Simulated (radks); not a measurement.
# A spherical jellium cluster from 1 to 5 electrons

Aim: add electrons one at a time to a jellium sphere with rs = 2.49 bohr, try the lowest free levels for each, keep the configuration of least energy, and see where shells close. The background charge grows with the count, so each cluster is neutral; its cation and anion are computed too.

Method: non-relativistic spin-polarised Kohn-Sham, PBEsol, spherically averaged shells; computed with radks, version 2.

## Step 1: The system

- well: a jellium sphere with rs = 2.49 bohr
- functional: PBEsol
- levels: named by radial order: 1s, 1p, 1d, 2s, 1f and so on
- units: hartree and bohr; summary energies in eV
- configuration carried in: none

Each count now gets its runs.

## Step 2: 1 electrons

Candidate: add 1s up. Settings of this run:

```ini
kind = jellium
xc = PBESOL
rs = 2.49  # bohr
electrons = 1
background = 1  # e
configuration = 1s(up 1, down 0)
```

Started as:

```sh
$ python run_model.py task.json out
```

task.json names the series; the program runs every candidate in turn, and a move starts from the lowest state found so far. In the records, mag is the spin moment and err the last SCF error.

Results of the run (chosen fields of its result record, rounded):

```text
{
  "status": "converged",
  "energy_total [hartree]": -0.0181513833,
  "energy_kinetic [hartree]": 0.1188086,
  "energy_external [hartree]": -0.3813809,
  "energy_hartree [hartree]": 0.1603134,
  "energy_xc [hartree]": -0.1568564,
  "energy_background [hartree]": 0.2409639,
  "orbitals [level, occupation, hartree, mean radius in bohr]": [
    ["1s up", 1, -0.145736, 2.85386]
  ],
  "r2_mean [bohr^2]": 10.13709,
  "mag [bohr magneton]": 1,
  "err": 3.5e-11,
  "spill_out [electrons]": 0.5438859
}
```

Lowest: 1s(up 1, down 0).

## Step 3: N = 2

Candidate: add 1s down. Settings of this run:

```ini
kind = jellium
xc = PBESOL
rs = 2.49  # bohr
electrons = 2
background = 2  # e
configuration = 1s2
```

Results of the run (chosen fields of its result record, rounded):

```text
{
  "status": "converged",
  "energy_total [hartree]": -0.0874894759,
  "energy_kinetic [hartree]": 0.2210159,
  "energy_external [hartree]": -1.360325,
  "energy_hartree [hartree]": 0.6181833,
  "energy_xc [hartree]": -0.3313758,
  "energy_background [hartree]": 0.7650126,
  "orbitals [level, occupation, hartree, mean radius in bohr]": [
    ["1s up", 1, -0.166426, 2.94068],
    ["1s down", 1, -0.166426, 2.94068]
  ],
  "r2_mean [bohr^2]": 10.51986,
  "mag [bohr magneton]": 0,
  "err": 1.3e-09,
  "spill_out [electrons]": 0.7751699
}
```

Candidate: add 1p up. Changed: configuration = 1s(up 1, down 0) 1p(up 1, down 0).

Result:

```text
{
  "status": "converged",
  "energy_total [hartree]": 0.0261845883,
  "energy_kinetic [hartree]": 0.2816358,
  "energy_external [hartree]": -1.222144,
  "energy_hartree [hartree]": 0.5155082,
  "energy_xc [hartree]": -0.3138282,
  "energy_background [hartree]": 0.7650126,
  "orbitals [level, occupation, hartree, mean radius in bohr]": [
    ["1s up", 1, -0.242526, 2.69592],
    ["1p up", 1, -0.076657, 4.43554]
  ],
  "r2_mean [bohr^2]": 16.02162,
  "mag [bohr magneton]": 2,
  "err": 1.8e-09,
  "spill_out [electrons]": 1.055061
}
```

The cation, at the same background. Changed: electrons = 1, configuration = 1s(up 1, down 0).

Result:

```text
{
  "status": "converged",
  "energy_total [hartree]": 0.183086482,
  "energy_kinetic [hartree]": 0.1620537,
  "energy_external [hartree]": -0.7485448,
  "energy_hartree [hartree]": 0.1867965,
  "energy_xc [hartree]": -0.1822316,
  "energy_background [hartree]": 0.7650126,
  "orbitals [level, occupation, hartree, mean radius in bohr]": [
    ["1s up", 1, -0.449754, 2.42338]
  ],
  "r2_mean [bohr^2]": 7.048943,
  "mag [bohr magneton]": 1,
  "err": 1.8e-09,
  "spill_out [electrons]": 0.2295408
}
```

The anion, at the same background (1s2 1p(up 0, down 1)): an occupied level came out unbound, so its energy isn't used.

| candidate | configuration | above the lowest (eV) |
| --- | --- | --- |
| add 1s down | 1s2 | lowest |
| add 1p up | 1s(up 1, down 0) 1p(up 1, down 0) | 3.09 |

Kept: 1s2.

From the same record, its empty bound levels (hartree) and its density (bohr, e/bohr³):

```text
empty: [["1p up", -0.03014], ["1p down", -0.03014]]
r: [0.1297, 0.4557, 0.7818, 1.108, 1.434, 1.76, 2.086, 2.412, 2.738, 3.064, 3.39, 3.716, 4.042, 4.368, 4.694, 5.02, 5.346, 5.672, 5.998, 6.324]
n: [0.02236, 0.02172, 0.02042, 0.01855, 0.01628, 0.01377, 0.01121, 0.008785, 0.006626, 0.004823, 0.003405, 0.00235, 0.001593, 0.001066, 0.0007065, 0.0004654, 0.0003053, 0.0001999, 0.0001307, 8.544e-05]
```

## Step 4: Electron number 3

Candidate: add 1p up. Settings of this run:

```ini
kind = jellium
xc = PBESOL
rs = 2.49  # bohr
electrons = 3
background = 3  # e
configuration = 1s2 1p(up 1, down 0)
```

Results of the run (chosen fields of its result record, rounded):

```text
{
  "status": "converged",
  "energy_total [hartree]": -0.0768094077,
  "energy_kinetic [hartree]": 0.3723273,
  "energy_external [hartree]": -2.656426,
  "energy_hartree [hartree]": 1.200114,
  "energy_xc [hartree]": -0.4965002,
  "energy_background [hartree]": 1.503675,
  "orbitals [level, occupation, hartree, mean radius in bohr]": [
    ["1s up", 1, -0.229225, 2.96487],
    ["1p up", 1, -0.0878505, 4.42009],
    ["1s down", 1, -0.21184, 2.87211]
  ],
  "r2_mean [bohr^2]": 14.35253,
  "mag [bohr magneton]": 1,
  "err": 1.2e-09,
  "spill_out [electrons]": 1.181369
}
```

The cation, at the same background. Changed: electrons = 2, configuration = 1s2.

Result:

```text
{
  "status": "converged",
  "energy_total [hartree]": 0.0917608904,
  "energy_kinetic [hartree]": 0.2632513,
  "energy_external [hartree]": -1.986794,
  "energy_hartree [hartree]": 0.6695431,
  "energy_xc [hartree]": -0.357915,
  "energy_background [hartree]": 1.503675,
  "orbitals [level, occupation, hartree, mean radius in bohr]": [
    ["1s up", 1, -0.424339, 2.69604],
    ["1s down", 1, -0.424339, 2.69604]
  ],
  "r2_mean [bohr^2]": 8.61491,
  "mag [bohr magneton]": 0,
  "err": 1e-09,
  "spill_out [electrons]": 0.4073149
}
```

The anion, at the same background (1s2 1p(up 2, down 0)): an occupied level came out unbound, so its energy isn't used.

Lowest: 1s2 1p(up 1, down 0).

## Step 5: Electron number 4

Candidate: add 1p up. Settings of this run:

```ini
kind = jellium
xc = PBESOL
rs = 2.49  # bohr
electrons = 4
background = 4  # e
configuration = 1s2 1p(up 2, down 0)
```

Results of the run (chosen fields of its result record, rounded):

```text
{
  "status": "converged",
  "energy_total [hartree]": -0.103405197,
  "energy_kinetic [hartree]": 0.537389,
  "energy_external [hartree]": -4.38303,
  "energy_hartree [hartree]": 2.012158,
  "energy_xc [hartree]": -0.6986854,
  "energy_background [hartree]": 2.428763,
  "orbitals [level, occupation, hartree, mean radius in bohr]": [
    ["1s up", 1, -0.258708, 3.04109],
    ["1p up", 2, -0.121722, 4.21215],
    ["1s down", 1, -0.227569, 2.91707]
  ],
  "r2_mean [bohr^2]": 15.35657,
  "mag [bohr magneton]": 2,
  "err": 1.2e-09,
  "spill_out [electrons]": 1.44574
}
```

Candidate: add 1p down. Changed: configuration = 1s2 1p(up 1, down 1).

Result:

```text
{
  "status": "converged",
  "energy_total [hartree]": -0.0839650539,
  "energy_kinetic [hartree]": 0.5285052,
  "energy_external [hartree]": -4.365002,
  "energy_hartree [hartree]": 1.997149,
  "energy_xc [hartree]": -0.6733811,
  "energy_background [hartree]": 2.428763,
  "orbitals [level, occupation, hartree, mean radius in bohr]": [
    ["1s up", 1, -0.249466, 2.99297],
    ["1p up", 1, -0.109091, 4.262],
    ["1s down", 1, -0.249466, 2.99297],
    ["1p down", 1, -0.109091, 4.262]
  ],
  "r2_mean [bohr^2]": 15.70484,
  "mag [bohr magneton]": 0,
  "err": 1.4e-10,
  "spill_out [electrons]": 1.468061
}
```

Candidate: add 2s up. Changed: configuration = 1s2 1p(up 1, down 0) 2s(up 1, down 0).

Result:

```text
{
  "status": "converged",
  "energy_total [hartree]": -0.00688227395,
  "energy_kinetic [hartree]": 0.499656,
  "energy_external [hartree]": -4.112052,
  "energy_hartree [hartree]": 1.798516,
  "energy_xc [hartree]": -0.6217663,
  "energy_background [hartree]": 2.428763,
  "orbitals [level, occupation, hartree, mean radius in bohr]": [
    ["1s up", 1, -0.311527, 2.91103],
    ["1p up", 1, -0.162783, 4.10475],
    ["2s up", 1, -0.0652068, 6.90895],
    ["1s down", 1, -0.286121, 2.88159]
  ],
  "r2_mean [bohr^2]": 23.78278,
  "mag [bohr magneton]": 2,
  "err": 1.4e-09,
  "spill_out [electrons]": 1.722276
}
```

The cation, at the same background. Changed: electrons = 3, configuration = 1s2 1p(up 1, down 0).

Result:

```text
{
  "status": "converged",
  "energy_total [hartree]": 0.105312618,
  "energy_kinetic [hartree]": 0.4393059,
  "energy_external [hartree]": -3.519491,
  "energy_hartree [hartree]": 1.291398,
  "energy_xc [hartree]": -0.5346638,
  "energy_background [hartree]": 2.428763,
  "orbitals [level, occupation, hartree, mean radius in bohr]": [
    ["1s up", 1, -0.456825, 2.84741],
    ["1p up", 1, -0.299371, 3.80649],
    ["1s down", 1, -0.435459, 2.77166]
  ],
  "r2_mean [bohr^2]": 11.61496,
  "mag [bohr magneton]": 1,
  "err": 1.7e-09,
  "spill_out [electrons]": 0.733378
}
```

The anion, at the same background (1s2 1p(up 3, down 0)): an occupied level came out unbound, so its energy isn't used.

| candidate | configuration | above the lowest (eV) |
| --- | --- | --- |
| add 1p up | 1s2 1p(up 2, down 0) | lowest |
| add 1p down | 1s2 1p(up 1, down 1) | 0.529 |
| add 2s up | 1s2 1p(up 1, down 0) 2s(up 1, down 0) | 2.63 |

The series goes on from 1s2 1p(up 2, down 0).

From the same record, its empty bound levels (hartree) and its density (bohr, e/bohr³):

```text
empty: [["1p down", -0.081216]]
r: [0.1567, 0.5506, 0.9445, 1.338, 1.732, 2.126, 2.52, 2.914, 3.308, 3.702, 4.096, 4.489, 4.883, 5.277, 5.671, 6.065, 6.459, 6.853, 7.247, 7.641]
n: [0.01881, 0.01861, 0.01815, 0.01735, 0.01616, 0.01455, 0.01256, 0.01034, 0.008087, 0.006003, 0.004252, 0.002907, 0.001934, 0.00126, 0.0008093, 0.0005147, 0.0003258, 0.0002058, 0.0001302, 8.248e-05]
```

## Step 6: 5 electrons

Candidate: add 1p up. Settings of this run:

```ini
kind = jellium
xc = PBESOL
rs = 2.49  # bohr
electrons = 5
background = 5  # e
configuration = 1s2 1p(up 3, down 0)
```

Results of the run (chosen fields of its result record, rounded):

```text
{
  "status": "converged",
  "energy_total [hartree]": -0.161781229,
  "energy_kinetic [hartree]": 0.6936698,
  "energy_external [hartree]": -6.48028,
  "energy_hartree [hartree]": 3.018424,
  "energy_xc [hartree]": -0.9165081,
  "energy_background [hartree]": 3.522913,
  "orbitals [level, occupation, hartree, mean radius in bohr]": [
    ["1s up", 1, -0.274855, 3.13703],
    ["1p up", 3, -0.144939, 4.17622],
    ["1s down", 1, -0.232767, 2.99561]
  ],
  "r2_mean [bohr^2]": 16.21105,
  "mag [bohr magneton]": 3,
  "err": 1.1e-09,
  "spill_out [electrons]": 1.629072
}
```

Candidate: add 1p down. Changed: configuration = 1s2 1p(up 2, down 1).

Result:

```text
{
  "status": "converged",
  "energy_total [hartree]": -0.128695426,
  "energy_kinetic [hartree]": 0.6810534,
  "energy_external [hartree]": -6.451955,
  "energy_hartree [hartree]": 2.994466,
  "energy_xc [hartree]": -0.8751735,
  "energy_background [hartree]": 3.522913,
  "orbitals [level, occupation, hartree, mean radius in bohr]": [
    ["1s up", 1, -0.268968, 3.10352],
    ["1p up", 2, -0.136807, 4.2071],
    ["1s down", 1, -0.255792, 3.06514],
    ["1p down", 1, -0.121038, 4.24539]
  ],
  "r2_mean [bohr^2]": 16.56663,
  "mag [bohr magneton]": 1,
  "err": 1.4e-09,
  "spill_out [electrons]": 1.665023
}
```

Candidate: add 2s up. Changed: configuration = 1s2 1p(up 2, down 0) 2s(up 1, down 0).

Result:

```text
{
  "status": "converged",
  "energy_total [hartree]": -0.0480182661,
  "energy_kinetic [hartree]": 0.6706936,
  "energy_external [hartree]": -6.19248,
  "energy_hartree [hartree]": 2.785912,
  "energy_xc [hartree]": -0.835057,
  "energy_background [hartree]": 3.522913,
  "orbitals [level, occupation, hartree, mean radius in bohr]": [
    ["1s up", 1, -0.321718, 3.03633],
    ["1p up", 2, -0.183434, 4.08694],
    ["2s up", 1, -0.0676962, 6.55032],
    ["1s down", 1, -0.28212, 2.98801]
  ],
  "r2_mean [bohr^2]": 22.03944,
  "mag [bohr magneton]": 3,
  "err": 1.2e-09,
  "spill_out [electrons]": 1.949457
}
```

The cation, at the same background. Changed: electrons = 4, configuration = 1s2 1p(up 2, down 0).

Result:

```text
{
  "status": "converged",
  "energy_total [hartree]": 0.0709606995,
  "energy_kinetic [hartree]": 0.6080724,
  "energy_external [hartree]": -5.443317,
  "energy_hartree [hartree]": 2.122503,
  "energy_xc [hartree]": -0.7392102,
  "energy_background [hartree]": 3.522913,
  "orbitals [level, occupation, hartree, mean radius in bohr]": [
    ["1s up", 1, -0.469162, 2.97415],
    ["1p up", 2, -0.323943, 3.86031],
    ["1s down", 1, -0.43395, 2.86369]
  ],
  "r2_mean [bohr^2]": 13.28844,
  "mag [bohr magneton]": 2,
  "err": 6.4e-10,
  "spill_out [electrons]": 0.953363
}
```

The anion, at the same background (1s2 1p(up 3, down 1)): an occupied level came out unbound, so its energy isn't used.

| candidate | configuration | above the lowest (eV) |
| --- | --- | --- |
| add 1p up | 1s2 1p(up 3, down 0) | lowest |
| add 1p down | 1s2 1p(up 2, down 1) | 0.900 |
| add 2s up | 1s2 1p(up 2, down 0) 2s(up 1, down 0) | 3.10 |

Kept: 1s2 1p(up 3, down 0).

## Step 7: Trends over these counts

| N | configuration | unpaired | E/N (eV) | ionisation (eV) | affinity (eV) | second difference (eV) | spill-out (e) |
| --- | --- | --- | --- | --- | --- | --- | --- |
| 1 | 1s(up 1, down 0) | 1 | -0.494 | - | - | - | 0.54 |
| 2 | 1s2 | 0 | -1.190 | 7.36 | - | 2.177 | 0.78 |
| 3 | 1s2 1p(up 1, down 0) | 1 | -0.697 | 4.59 | - | -1.014 | 1.18 |
| 4 | 1s2 1p(up 2, down 0) | 2 | -0.703 | 5.68 | - | -0.865 | 1.45 |
| 5 | 1s2 1p(up 3, down 0) | 3 | -0.880 | 6.33 | - | - | 1.63 |

The second difference is E(N+1) + E(N-1) - 2E(N) of neutral clusters.

Density of N = 5:

r (bohr), 1000 × density and a bar:
```
     0.16      16.70 ##############################
     0.77      16.83 ##############################
     1.38      16.82 ##############################
     1.98      16.05 #############################
     2.59      14.06 #########################
     3.20      10.95 ###################
     3.80       7.45 #############
     4.41       4.44 ########
     5.02       2.39 ####
     5.62       1.21 ##
     6.23       0.58 #
     6.84       0.28 
     7.45       0.13 
     8.05       0.06
```

## Step 8: What came out

```
                 quantity                             value
       closed shells at N                                 2
largest second difference  2.18 eV at N = 2 (of N = 2 to 4)
  most unpaired electrons                        3 at N = 5
      ionisation energies                   4.59 to 7.36 eV
   configuration at N = 5              1s2 1p(up 3, down 0)
```

What this shows: All occupied shells are full at N = 2, and the second difference peaks there. The largest moment in range is 3, first at N = 5: exchange favours parallel spins in open shells. The anion gave no bound, converged state at N = 2, 3, 4 and 5; semilocal functionals bind extra electrons too weakly, through self-interaction. The ions keep the filling of the neutral cluster, less or plus one electron, without a search of their own. Only a few candidates are tried at each count, so a lower state may have been missed.
